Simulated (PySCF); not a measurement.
# NiN₅H₁₅ (+2): ligand-field states, spin distribution, part 2 of 2

PySCF 2.14.0. Atoms count from 0. The steps go on from the part before.

### Step 7. Spin distribution: unrestricted DFT, spin states

Job settings and geometry (Å):

```
{"job": {"kind": "spin", "xc": "PBE0"}, "charge": 2, "metal": "Ni", "open_shell": "d8"}
Ni     0.000000     0.000000     0.000000
N      2.087201     0.003086    -0.316312
H      2.446883    -0.852662    -0.742128
H      2.401508     0.766093    -0.918525
H      2.603570     0.114066     0.558384
N     -2.084477    -0.003552    -0.286589
H     -2.545773     0.861978    -0.002373
H     -2.337875    -0.142648    -1.267095
H     -2.554848    -0.750304     0.227538
N      0.004822    -2.090210    -0.228044
H      0.076621    -2.376696    -1.206690
H      0.792876    -2.533628     0.247292
H     -0.832668    -2.549119     0.133806
N      0.011447     2.090857    -0.224619
H      0.854220     2.525342     0.155141
H     -0.032767     2.380915    -1.203744
H     -0.772676     2.554195     0.237278
N     -0.025193     0.003301     2.063885
H      0.906907     0.005426     2.481578
H     -0.506587     0.817263     2.449796
H     -0.502230    -0.813547     2.449266
```

Level: unrestricted DFT energies of the spin multiplicities at one geometry, beside CASSCF and NEVPT2 of the metal shell.

The log of the run:

```text
multiplicity 3
final grid: 148584 points
cycle   1  E = -1802.6886398770  dE = -4.358e-02  |g| = 8.147e-02  |ddm| = 4.182e-01
cycle   2  E = -1802.6865498049  dE =  2.090e-03  |g| = 1.465e-01  |ddm| = 1.235e-01
cycle   3  E = -1802.6913612913  dE = -4.811e-03  |g| = 2.805e-02  |ddm| = 6.047e-02
cycle   4  E = -1802.6915569422  dE = -1.957e-04  |g| = 7.312e-03  |ddm| = 1.789e-02
cycle   5  E = -1802.6915963924  dE = -3.945e-05  |g| = 3.515e-03  |ddm| = 1.018e-02
cycle   6  E = -1802.6916008923  dE = -4.500e-06  |g| = 4.447e-04  |ddm| = 3.423e-03
cycle   7  E = -1802.6916011688  dE = -2.765e-07  |g| = 1.605e-04  |ddm| = 9.072e-04
converged SCF energy = -1802.6916011688
multiplicity 1
final grid: 148584 points
cycle   1  E = -1802.6331667497  dE = -7.657e-02  |g| = 1.022e-01  |ddm| = 5.452e-01
cycle   2  E = -1802.6203420198  dE =  1.282e-02  |g| = 2.945e-01  |ddm| = 2.402e-01
cycle   3  E = -1802.6379597339  dE = -1.762e-02  |g| = 2.663e-02  |ddm| = 1.101e-01
cycle   4  E = -1802.6382278676  dE = -2.681e-04  |g| = 1.507e-02  |ddm| = 3.309e-02
cycle   5  E = -1802.6383151888  dE = -8.732e-05  |g| = 1.008e-02  |ddm| = 1.527e-02
cycle   6  E = -1802.6383453968  dE = -3.021e-05  |g| = 6.367e-04  |ddm| = 6.766e-03
cycle   7  E = -1802.6383465094  dE = -1.113e-06  |g| = 4.650e-04  |ddm| = 2.420e-03
cycle   8  E = -1802.6383473894  dE = -8.800e-07  |g| = 3.144e-04  |ddm| = 2.628e-03
converged SCF energy = -1802.6383473894
```

It took 59 s on 1 thread of Arm Neoverse V2, shared host; peak memory 1.2 GiB.

### Step 8. Ligand-field states: state-averaged CASSCF (basis x2c-TZVPall) in water

Settings changed since step 7:

```diff
@@ -1,2 +1,2 @@
-{"job": {"kind": "spin", "xc": "PBE0"}, "charge": 2, "metal": "Ni", "open_shell": "d8"}
+{"job": {"kind": "lf", "basis": "x2c-TZVPall", "nevpt": true, "solvent": "water"}, "charge": 2, "metal": "Ni", "open_shell": "d8"}
 Ni     0.000000     0.000000     0.000000
```

With the program's defaults for keys left out, this is: state-averaged CASSCF of the metal d shell, SC-NEVPT2 on the averaged canonical orbitals, state-interaction spin-orbit coupling.

The log of the run:

```text
basis functions 293, electrons 76, active (8e, 5o)
stage 1: DIIS on the effective Fock matrix, level shift 0.30
cycle   1  E = -1799.5611114329  dE = -1.800e+03  max|g| = 2.909e-01
cycle   2  E = -1800.0616779595  dE = -5.006e-01  max|g| = 2.696e-01
cycle   3  E = -1799.7677350394  dE =  2.939e-01  max|g| = 5.210e-01
cycle   4  E = -1800.0551142375  dE = -2.874e-01  max|g| = 1.719e-01
cycle   5  E = -1800.1910121166  dE = -1.359e-01  max|g| = 6.479e-02
cycle   6  E = -1800.1959926670  dE = -4.981e-03  max|g| = 4.401e-02
cycle   7  E = -1800.1993710523  dE = -3.378e-03  max|g| = 4.694e-02
cycle   8  E = -1800.2048444335  dE = -5.473e-03  max|g| = 4.365e-02
cycle   9  E = -1800.2057942227  dE = -9.498e-04  max|g| = 3.775e-02
cycle  10  E = -1800.2035159622  dE =  2.278e-03  max|g| = 5.252e-02
cycle  11  E = -1800.1977879598  dE =  5.728e-03  max|g| = 7.204e-02
cycle  12  E = -1800.1865876590  dE =  1.120e-02  max|g| = 9.574e-02
cycle  13  E = -1800.1717858745  dE =  1.480e-02  max|g| = 1.124e-01
cycle  14  E = -1800.1403105362  dE =  3.148e-02  max|g| = 1.377e-01
cycle  15  E = -1800.0816661830  dE =  5.864e-02  max|g| = 1.867e-01
stage 2: quasi-Newton rotations from the point of smallest gradient
cycle  17  E = -1800.2089153761  dE = -3.121e-03  max|g| = 8.764e-03
cycle  18  E = -1800.2089767859  dE = -6.141e-05  max|g| = 1.293e-02
cycle  19  E = -1800.2090489772  dE = -7.219e-05  max|g| = 4.897e-04
cycle  20  E = -1800.2090496437  dE = -6.665e-07  max|g| = 1.338e-04
cycle  21  E = -1800.2090497603  dE = -1.166e-07  max|g| = 6.306e-05
cycle  22  E = -1800.2090497717  dE = -1.138e-08  max|g| = 1.965e-05
cycle  23  E = -1800.2090497723  dE = -6.310e-10  max|g| = 5.824e-06
converged average energy = -1800.2090497723

 mult deg   label        CASSCF/cm-1   NEVPT2/cm-1
   3   1   3F                  0.0           0.0
   3   1   3F               4990.5        6786.1
   3   1   3F               5331.9        7242.7
   3   1   3F               9224.5       12670.3
   1   1   1D              16124.1       12903.7
   3   1   3F              10668.5       13834.7
   1   1   1D              18072.0       16073.5
   3   1   3F              12450.6       16951.5
   3   1   3F              12517.8       17055.3
   1   1   1D              22505.0       22381.5
   1   1   1D              22771.8       22743.6
   3   1   3P              25791.0       26356.6
   1   1   1G              27715.4       27177.3
   1   1   1D              26256.4       27753.6
   3   1   3P              28699.7       29370.1
   3   1   3P              28889.4       29587.6
   1   1   1G              30047.6       30054.2
   1   1   1G              33010.2       33989.8
   1   1   1G              33251.4       34235.0
   1   1   1G              35578.2       37765.2
   1   1   1G              36008.4       38343.8
   1   1   1G              36232.6       38488.6
   1   1   1G              36258.7       38590.6
   1   1   1G              37156.3       39521.8
   1   1   1S              69846.3       64888.8

spin-orbit levels / cm-1
      0.00  x1  3F 0.99
     15.50  x1  3F 0.99
     18.81  x1  3F 0.99
   6531.12  x1  3F 0.72 3F 0.26
   6638.83  x1  3F 0.72 3F 0.27
   6906.51  x1  3F 0.99
   7360.26  x1  3F 0.99
   7496.17  x1  3F 0.72 3F 0.27
   7621.88  x1  3F 0.72 3F 0.27
  12482.62  x1  3F 0.60 1D 0.29 3F 0.08
  12670.66  x1  1D 0.43 3F 0.36 3F 0.18
  12693.60  x1  3F 0.96
  12720.78  x1  3F 0.96
  13872.94  x1  3F 0.95 3F 0.03
  13923.81  x1  3F 0.97
  14164.54  x1  3F 0.65 1D 0.24 3F 0.05
  15978.34  x1  1D 0.82 3F 0.11 3F 0.06
  16914.81  x1  3F 0.61 3F 0.39
  17162.41  x1  3F 0.47 3F 0.42 3F 0.07
  17210.88  x1  3F 0.92 3F 0.04
  17294.77  x1  3F 0.95
  17384.29  x1  3F 0.61 3F 0.38
  17824.75  x1  3F 0.43 3F 0.37 1D 0.15
  22409.63  x1  1D 0.95
  22753.41  x1  1D 0.95 3P 0.04
  26432.14  x1  3P 0.98
  26572.36  x1  3P 0.96 1D 0.03
  26583.02  x1  3P 0.96 1D 0.04
  27277.03  x1  1G 0.74 1D 0.18 3P 0.05
  27431.35  x1  1D 0.60 1G 0.25 3P 0.07
```

It took 46 s on 1 thread of Arm Neoverse V2, shared host; peak memory 1.4 GiB.

In short:

```
             quantity     value
spin-orbit constant ζ  645 cm⁻¹
```

Powder susceptibility:

```
T (K)  χT (cm³ K/mol)  μ(eff)
    2           0.219    1.32
   20           1.191    3.09
  100           1.306    3.23
  300           1.350    3.29
```

### Step 9. Ligand-field states: state-averaged CASSCF (avg hs) in water

Settings changed since step 8:

```diff
@@ -1,2 +1,2 @@
-{"job": {"kind": "lf", "basis": "x2c-TZVPall", "nevpt": true, "solvent": "water"}, "charge": 2, "metal": "Ni", "open_shell": "d8"}
+{"job": {"kind": "lf", "basis": {"metal": "x2c-TZVPall", "ligand": "x2c-SVPall"}, "nevpt": true, "solvent": "water", "avg": "hs"}, "charge": 2, "metal": "Ni", "open_shell": "d8"}
 Ni     0.000000     0.000000     0.000000
```

Method: state-averaged CASSCF of the metal d shell, SC-NEVPT2 on the averaged canonical orbitals, state-interaction spin-orbit coupling.

The log of the run:

```text
basis functions 193, electrons 76, active (8e, 5o)
stage 1: DIIS on the effective Fock matrix, level shift 0.30
cycle   1  E = -1799.2742262780  dE = -1.799e+03  max|g| = 2.913e-01
cycle   2  E = -1799.7708623356  dE = -4.966e-01  max|g| = 3.168e-01
cycle   3  E = -1799.4550301416  dE =  3.158e-01  max|g| = 5.720e-01
cycle   4  E = -1799.7377398266  dE = -2.827e-01  max|g| = 1.803e-01
cycle   5  E = -1799.8931857270  dE = -1.554e-01  max|g| = 6.724e-02
cycle   6  E = -1799.8988234278  dE = -5.638e-03  max|g| = 6.018e-02
cycle   7  E = -1799.9009190862  dE = -2.096e-03  max|g| = 5.569e-02
cycle   8  E = -1799.9083494862  dE = -7.430e-03  max|g| = 6.259e-02
cycle   9  E = -1799.9120723493  dE = -3.723e-03  max|g| = 4.926e-02
cycle  10  E = -1799.9120823336  dE = -9.984e-06  max|g| = 3.717e-02
cycle  11  E = -1799.9098157414  dE =  2.267e-03  max|g| = 5.395e-02
cycle  12  E = -1799.9031465811  dE =  6.669e-03  max|g| = 7.652e-02
cycle  13  E = -1799.8930714261  dE =  1.008e-02  max|g| = 9.667e-02
cycle  14  E = -1799.8744706258  dE =  1.860e-02  max|g| = 1.128e-01
cycle  15  E = -1799.8485550103  dE =  2.592e-02  max|g| = 1.227e-01
stage 2: quasi-Newton rotations from the point of smallest gradient
cycle  17  E = -1799.9174982942  dE = -5.416e-03  max|g| = 1.498e-02
cycle  18  E = -1799.9176435510  dE = -1.453e-04  max|g| = 2.447e-02
cycle  19  E = -1799.9178267498  dE = -1.832e-04  max|g| = 7.203e-04
cycle  20  E = -1799.9178276022  dE = -8.525e-07  max|g| = 1.772e-04
cycle  21  E = -1799.9178277172  dE = -1.150e-07  max|g| = 7.671e-05
cycle  22  E = -1799.9178277269  dE = -9.730e-09  max|g| = 1.197e-05
cycle  23  E = -1799.9178277277  dE = -7.399e-10  max|g| = 3.939e-06
converged average energy = -1799.9178277277

 mult deg   label        CASSCF/cm-1   NEVPT2/cm-1
   3   1   3F                  0.0           0.0
   3   1   3F               5072.4        6732.4
   3   1   3F               5422.2        7188.0
   3   1   3F               9404.9       12638.3
   1   1   1D              16234.0       12984.4
   3   1   3F              10843.1       13761.2
   1   1   1D              18213.8       16150.0
   3   1   3F              12670.9       16881.5
   3   1   3F              12740.0       16983.8
   1   1   1D              22684.3       22366.9
   1   1   1D              22955.9       22726.7
   3   1   3P              26016.2       26344.0
   1   1   1G              27929.7       27214.4
   1   1   1D              26504.5       27732.3
   3   1   3P              28943.8       29374.2
   3   1   3P              29135.1       29592.5
   1   1   1G              30293.8       30129.4
   1   1   1G              33263.5       34019.6
   1   1   1G              33506.6       34268.4
   1   1   1G              35857.2       37739.6
   1   1   1G              36277.3       38299.3
   1   1   1G              36512.5       38450.8
   1   1   1G              36540.8       38552.3
   1   1   1G              37433.8       39478.5
   1   1   1S              70227.9       64936.2

spin-orbit levels / cm-1
      0.00  x1  3F 0.99
     15.80  x1  3F 0.99
     19.17  x1  3F 0.99
   6478.30  x1  3F 0.72 3F 0.26
   6585.74  x1  3F 0.72 3F 0.27
   6854.61  x1  3F 0.99
   7307.29  x1  3F 0.99
   7443.71  x1  3F 0.72 3F 0.27
   7570.19  x1  3F 0.72 3F 0.27
  12472.72  x1  3F 0.74 1D 0.18 3F 0.05
  12661.07  x1  3F 0.96
  12681.74  x1  3F 0.51 1D 0.31 3F 0.16
  12693.70  x1  3F 0.68 1D 0.20 3F 0.10
  13800.83  x1  3F 0.95 3F 0.03
  13852.79  x1  3F 0.97
  14134.97  x1  3F 0.61 1D 0.28 3F 0.05
  16026.81  x1  1D 0.79 3F 0.13 3F 0.07
  16845.67  x1  3F 0.61 3F 0.39
  17096.76  x1  3F 0.46 3F 0.43 3F 0.07
  17144.09  x1  3F 0.92 3F 0.04
  17226.13  x1  3F 0.95
  17315.40  x1  3F 0.61 3F 0.39
  17784.07  x1  3F 0.41 3F 0.36 1D 0.17
  22395.50  x1  1D 0.95 3P 0.03
  22737.26  x1  1D 0.95 3P 0.04
  26421.48  x1  3P 0.98
  26561.51  x1  3P 0.96 1D 0.03
  26571.98  x1  3P 0.96 1D 0.04
  27294.63  x1  1G 0.57 1D 0.31 3P 0.07
  27435.23  x1  1D 0.48 1G 0.42 3P 0.05
```

Run time: 20 s. Hardware: 1 thread of Arm Neoverse V2, shared host; peak memory 0.94 GiB.

Key values:

```
             quantity     value
spin-orbit constant ζ  647 cm⁻¹
```

Powder susceptibility:

```
T (K)  χT (cm³ K/mol)  μ(eff)
    2           0.216    1.31
   20           1.191    3.09
  100           1.310    3.24
  300           1.355    3.29
```

### Step 10. Ligand field across the series

From the NEVPT2 states (cm⁻¹; the spread is that of the fitted one-electron ligand-field levels):

```
step            setting  ground state  next state  orbital spread  Racah B    ζ  μ(eff), 300 K
   3           as given            3F  3F at 6910           11758     1133  645           3.28
   8  basis x2c-TZVPall            3F  3F at 6786           11500     1127  645           3.29
   9             avg hs            3F  3F at 6732           11514     1129  647           3.29
```

### Step 11. Outcome

What follows sums up all 2 parts.

```
                                                                 quantity                 value
                                                              point group                    C1
                                     rotational constants (main isotopes)  2.03, 2.02, 1.55 GHz
           spin-orbit constant ζ (step 3, state-averaged CASSCF in water)              645 cm⁻¹
ground multiplicity, μ(eff) at 300 K (step 3, 5 donors at 2.06 to 2.11 Å)            3, 3.28 μB
ground multiplicity, μ(eff) at 300 K (step 8, 5 donors at 2.06 to 2.11 Å)            3, 3.29 μB
ground multiplicity, μ(eff) at 300 K (step 9, 5 donors at 2.06 to 2.11 Å)            3, 3.29 μB
```

What this shows: Relaxing lowered the energy by 0.521 eV in 28 steps; the close pair that moved most is Ni0–N1, from 2.049 to 2.111 Å. In step 3, χT goes from 0.22 at 2 K to 1.34 cm³ K/mol at 300 K, as higher levels fill or mix in.
